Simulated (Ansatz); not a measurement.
A nudged elastic band was laid between two geometries of a periodic cell of 15 atoms, Zn₆GaO₈ (host ZnO, host structure P6_3mc, dopant Ga, one Zn atom removed), cell charge +1.

All numbers below come from Ansatz 0.2.0, DFT PBE, scalar-relativistic, plane waves, PAW. Settings: PAW set soft_1, cutoff 420 eV, k mesh 2x2x2, fermi-dirac smearing 0.05 eV, no spin polarisation.

* movable images: 7
* climbing image: yes
* spring: 5.0 eV/Å²
* optimiser: quadratic models (default)
* start path: IDPP
* force threshold: 0.05 eV/Å
* iteration limit: 22
* end points: relaxed

Initial state:

```xyz
15
Lattice="-3.2049 -5.5511 0.0000 4.8073 -2.7755 0.0000 0.0000 0.0000 5.1216" Properties=species:S:1:pos:R:3
Zn 0.004 -3.687 -0.006
Zn 1.631 -4.622 2.579
O 0.017 -3.619 1.980
O 1.621 -4.610 4.556
Zn 3.253 -3.643 -0.025
Ga 0.046 -1.816 2.580
O 3.291 -3.720 1.964
O -0.067 -1.893 4.432
Zn 3.159 -1.791 2.558
O 1.551 -0.945 1.984
O 3.296 -1.862 4.468
Zn 1.609 -6.500 -0.012
Zn -1.611 -4.675 2.573
O 1.605 -6.461 1.940
O -1.588 -4.508 4.485
```

Final state:

```xyz
15
Lattice="-3.2049 -5.5511 0.0000 4.8073 -2.7755 0.0000 0.0000 0.0000 5.1216" Properties=species:S:1:pos:R:3
Zn 0.020 -3.635 0.023
Zn 1.609 -4.587 2.561
O -0.001 -3.802 1.935
O 1.612 -4.626 4.513
Zn 3.263 -3.745 0.009
Ga 1.569 -0.944 0.024
O 3.127 -3.673 1.919
O 0.063 -1.815 4.550
Zn 3.169 -1.892 2.544
O 1.684 -0.866 1.875
O 3.131 -1.817 4.533
Zn 1.586 -6.466 0.028
Zn -1.593 -4.624 2.563
O 1.597 -6.477 2.006
O -1.607 -4.691 4.548
```

Question: Which bonds break or form, and what moves?

Answer: Contacts lost: O3–Ga6, Ga6–O7. Contacts made: Ga6–O11, Ga6–O15. The atom that moves furthest is Ga6, by 3.10 Å.

Question: What energy profile does the band end with?

Answer: The forces met the threshold. The highest image is number 5 of 0 to 8, 1.93 eV above the ends, which have the same energy within 2 meV. The profile has 2 maxima (images 1, 5) with wells between them (image 2): this band takes more than one step, which may be the mechanism or a detour left from its start path. The order of the stationary point at the top wasn't checked. Limits of this set-up: coarse k mesh, charged cell in a uniform background, uncorrected.

```tsv
image	path coordinate (Å)	energy (eV)	O3–Ga6 (Å)	Ga6–O7 (Å)	Ga6–O11 (Å)
0	0.00	0.00	1.90	1.89	3.67
1	0.53	0.76	1.86	1.85	3.90
2	1.06	0.63	1.88	1.88	3.89
3	1.60	0.73	1.93	1.92	3.56
4	2.13	1.31	2.13	2.04	3.15
5	2.66	1.93	2.62	2.37	2.74
6	3.21	1.14	3.06	2.92	2.23
7	3.76	0.21	3.49	3.44	1.93
8	4.31	0.00	3.68	3.67	1.89
```

Question: What is the geometry of the highest image?

Answer: 
```xyz
15
Lattice="-3.2049 -5.5511 0.0000 4.8073 -2.7755 0.0000 0.0000 0.0000 5.1216" Properties=species:S:1:pos:R:3:forces:R:3
Zn -0.193 -3.913 0.029 0.01 0.01 0.01
Zn 1.796 -4.503 2.477 -0.01 0.00 0.00
O 0.192 -3.572 1.910 -0.01 -0.02 -0.01
O 1.475 -4.706 4.440 0.00 0.00 0.00
Zn 3.015 -3.711 -0.102 -0.01 0.00 0.01
Ga 0.763 -1.263 0.815 0.00 0.03 0.01
O 3.471 -3.618 1.830 0.01 0.00 -0.01
O -0.175 -1.997 4.607 0.00 -0.01 0.00
Zn 3.341 -1.856 2.651 0.00 0.00 0.00
O 1.945 -0.706 1.983 0.01 -0.01 0.01
O 3.062 -1.861 4.562 0.01 0.01 0.00
Zn 1.465 -6.533 0.046 -0.01 0.01 0.00
Zn -1.404 -4.453 2.694 0.00 0.00 0.00
O 1.748 -6.415 1.992 0.00 0.00 0.00
O -1.802 -4.812 4.605 0.00 -0.01 -0.01
```

Time of the run: 12 min on 1 thread of Arm Neoverse V1, on a shared host, peak memory 0.79 GiB.
